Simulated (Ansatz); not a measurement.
Runs of Ansatz 0.2.0 on VCrC2. Symmetry: R-3m, No. 166, trigonal system. Conventional cell: a = 2.921 Å, b = 2.921 Å, c = 14.218 Å, α = 90.00°, β = 90.00°, γ = 120.00°. Around Cr (site symmetry -3m) lie 6 C at 2.05 Å. V (site symmetry -3m) has 6 C at 2.07 Å as nearest neighbours. Around C (site symmetry 3m) lie 3 Cr at 2.05 Å and 3 V at 2.07 Å. The cell comes from a database or a generator and needn't be the stable form of this composition.

| task | level | U | k mesh | cutoff (eV) | points for each segment of the path | hubbard projectors | double counting | screening (1/Å) | share of exact exchange | mesh quality | gap on the mesh (eV) | pressure (GPa) | moment (μB) | largest force (eV/Å) |
| --- | --- | --- | --- | --- | --- | --- | --- | --- | --- | --- | --- | --- | --- | --- |
| band structure | PBEsol+U | Cr d U = 1 eV, V d U = 1 eV | 11 × 11 × 11 | 420 | 14 | ortho-atomic (the default) | fll (the default) | - | - | not flagged | none | -3.7 | 1.53 | 0.14 |
| band structure | PBEsol+U | Cr d U = 3 eV, V d U = 3 eV | 11 × 11 × 11 | 420 | 14 | ortho-atomic (the default) | fll (the default) | - | - | not flagged | none | 5.1 | 2.52 | 0.78 |
| band structure | PBE+U | Cr d U = 2 eV, V d U = 2 eV | 11 × 11 × 11 | 420 | 14 | ortho-atomic (the default) | fll (the default) | - | - | not flagged | none | 10.1 | 1.70 | 0.46 |
| band structure | PBEsol+U | Cr d U = 2 eV, V d U = 2 eV | 11 × 11 × 11 | 420 | 14 | ortho-atomic (the default) | fll (the default) | - | - | not flagged | none | 0.5 | 1.70 | (b) |
| single point | HSE06 form with a typed share of exact exchange | - | 6 × 6 × 6 | 420 | - | - | - | 0.2 | 0.25 | coarse | none | - | 2.27 | (a) |
| band structure | PBE | - | 11 × 11 × 11 | 420 | 14 | - | - | - | - | not flagged | none | 0.4 | 1.09 | 0.02 |
| band structure | PBE+U | Cr d U = 1 eV, V d U = 1 eV | 11 × 11 × 11 | 420 | 14 | ortho-atomic (the default) | fll (the default) | - | - | not flagged | none | 6.0 | 1.58 | 0.21 |
| single point | HSE06 form with a typed share of exact exchange | - | 6 × 6 × 6 | 420 | - | - | - | 0.15 | 0.25 | coarse | none | - | (c) | 1.01 |
| band structure | PBE+U | Cr d U = 3 eV, V d U = 3 eV | 11 × 11 × 11 | 420 | 14 | ortho-atomic (the default) | fll (the default) | - | - | not flagged | none | 14.7 | 2.58 | 0.85 |
| band structure | r2SCAN | - | 11 × 11 × 11 | 500 | 14 | - | - | - | - | not flagged | none | 4.3 | 1.67 | 0.34 |
| single point | HSE06 form with a typed share of exact exchange | - | 6 × 6 × 6 | 420 | - | - | - | 0.3 | 0.25 | coarse | none | - | 2.16 | 0.91 |

Alike in all rows: potentials or basis Ansatz PAW; spin collinear, ferromagnetic start; cell as given; smearing fermi-dirac 0.05 eV.

Question: Fill in the values left out.

Answer: (a) 0.99; (b) 0.40; (c) 2.30.

Caveats: some runs use coarse meshes; the magnetic or orbital state may not be the lowest (some runs); the PAW data sets come from PBE, with cores solved anew for the run's functional, which leaves a small shift of forces and pressure (some runs); the U is typed as a test and isn't derived for this compound (some runs); forces of over 1 eV/Å show positions far from the minimum, so gaps and moduli don't describe the material at rest (some runs).

A k mesh can miss the band edges.

A gap of «none» marks a metal or a gap under the smearing width.

Not every run made on this cell is shown here.
